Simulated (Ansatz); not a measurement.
## GeCN2 under changes of volume

One of the cells (13.716 Å³/atom); the others are scaled copies at fixed shape and fractional positions:

```
CELL_PARAMETERS angstrom
1.79379 1.03565 4.92196
-1.79379 1.03565 4.92196
0.00000 -2.07129 4.92196
ATOMIC_POSITIONS crystal
Ge 0.00000 0.00000 0.00000
N 0.58390 0.58390 0.58390
N 0.41610 0.41610 0.41610
C 0.50000 0.50000 0.50000
```

The cell comes from a database or a generator and needn't be the stable form of this composition.

| Item | Value |
| --- | --- |
| Program | Ansatz 0.2.0 |
| Functional | LDA |
| Potentials or basis | Ansatz PAW |
| Cutoff | 420 eV (not typed: the program's choice for these potentials) |
| k mesh | 9 × 9 × 9 |
| Occupations | fermi-dirac, width 0.05 eV |
| Spin | no spin polarisation |

```csv
volume (Å³/atom),energy over the lowest point (meV/atom),pressure (GPa),gap on the mesh (eV),largest force (eV/Å)
12.893,0.29,1.7,0.83,1.547
13.167,0.00,-1.3,0.88,0.877
13.441,?,?,?,?
13.716,14.01,-6.7,0.97,0.332
13.990,27.39,-8.9,1.01,0.877
14.264,44.50,-11.0,1.05,1.386
14.538,65.01,-12.9,1.09,1.862
```

Q: What does the run at 13.441 Å³/atom give?

A: Energy over the lowest point 4.71 meV/atom; pressure -4.1 GPa; gap on the mesh 0.93 eV; largest force 0.252 eV/Å.

Worked out: A Birch-Murnaghan fit of order 3 (a polynomial in V^(-2/3)) to the other rows has its minimum at 13.04 Å³/atom with B0 = V·E''(V) = 145 GPa and B' = 3.7 at fixed shape and positions, which overstates the stiffness. It gives 4.72 meV/atom at 13.441 Å³/atom, against the run's 4.71, and -dE/dV = -4.1 GPa, against -4.1. A straight line through the other rows of the gap, of slope 2.16 eV per unit of ln V, gives 0.92 eV, against the run's 0.93.

Energies are extrapolated to zero smearing.

Caveats: odd divisions of the mesh miss points on the zone boundary, where band edges often lie, so the gap on the mesh can be too wide; the PAW data sets come from PBE, with cores solved anew for the run's functional, which leaves a small shift of forces and pressure; forces of over 1 eV/Å show positions far from the minimum, so gaps and moduli don't describe the material at rest (some runs).

A mesh can miss the band edges. Spin-orbit coupling on Ge is left out.
